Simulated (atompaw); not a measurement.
**Pseudopotential generation for Ge: PAW (atompaw), PBE**

Task: generate the file, and judge it by its logarithmic derivatives, its ghosts and its cutoff.

The numbers are computed with atompaw 4.2.0.5 (PBE, scalar-relativistic, spin-unpolarised reference atom).

## Step 1: The atom and the settings

The settings as typed:

| Property | Result |
| --- | --- |
| element | germanium (Ge, Z = 32) |
| type | PAW |
| frozen core | [Ar] |
| valence charge | 14 |
| reference configuration | 3d10 4s2 4p2 |
| partial waves | 4s (bound): rc 1.75 bohr; 4s channel at -0.5 Ry: rc 1.75 bohr; 4p (bound): rc 1.75 bohr; 4p channel at 0.45 Ry: rc 1.75 bohr; 3d (bound): rc 1.25 bohr; 3d channel at -1.2 Ry: rc 1.25 bohr |
| local potential | ultrasoft scheme with l = 3 at 0 Ry, radius 1.40 bohr |
| core correction | smooth core density matched at 1.60 bohr |
| augmentation charge | besselshape compensation charge, radius 1.55 bohr; PAW radius 1.75 bohr; waves and projectors: custom polynom vanderbiltortho |

## Step 2: Generation

Ge.input

```
Ge 32
GGA-PBE scalarrelativistic loggrid 1500 logderivrange -4 5 226
4 4 3 0 0 0
4 1 2
0 0 0
c
c
c
v
c
c
v
v
2
1.75 1.55 1.40 1.60
y
-0.5
n
y
0.45
n
y
-1.2
n
custom polynom vanderbiltortho besselshape
3 0 ultrasoft
1.75
1.75
1.75
1.75
1.25
1.25
PWSCFOUT
UPFDX 0.0125d0 UPFXMIN -7.d0 UPFZMESH 32.d0
END
```

Command:

```sh
$ atompaw < Ge.input > Ge.log
```

Before running it: what results should come out? Wanted: cutoffs for 10 and 1 mRy, occupied levels; bound ghosts; largest phase difference near zero energy, channels read; lowest eigenvalue of the overlap; share of valence orbitals outside the PAW sphere; UPF file.

**Answer**, as computed:

| quantity | value |
| --- | --- |
| cutoffs for 10 and 1 mRy, occupied levels | 100 Ry and 180 Ry |
| bound ghosts | s at -192.86 eV, p at -48.78 eV |
| largest phase difference near zero energy, channels read | 0.001 rad |
| lowest eigenvalue of the overlap (Bessel basis) | 0.150 (s) |
| share of valence orbitals outside the PAW sphere | 4s 63 %, 4p 84 %, 3d 2 % |
| UPF file | written |

**Reading.** It has a bound ghost (s, p), which would be filled ahead of the true valence states and rules the file out. By its cutoff, 100 Ry for the looser tolerance, it is hard. The slowest level is 3d: taken alone it needs 100 Ry to come within 1 mRy, against 18 Ry for 4s. Near zero energy the phases of the channels with partial waves agree within 0.001 rad. The pseudo curves have a pole that the atom lacks: p at -3.58 Ry. All of this concerns the isolated atom, not yet a solid.
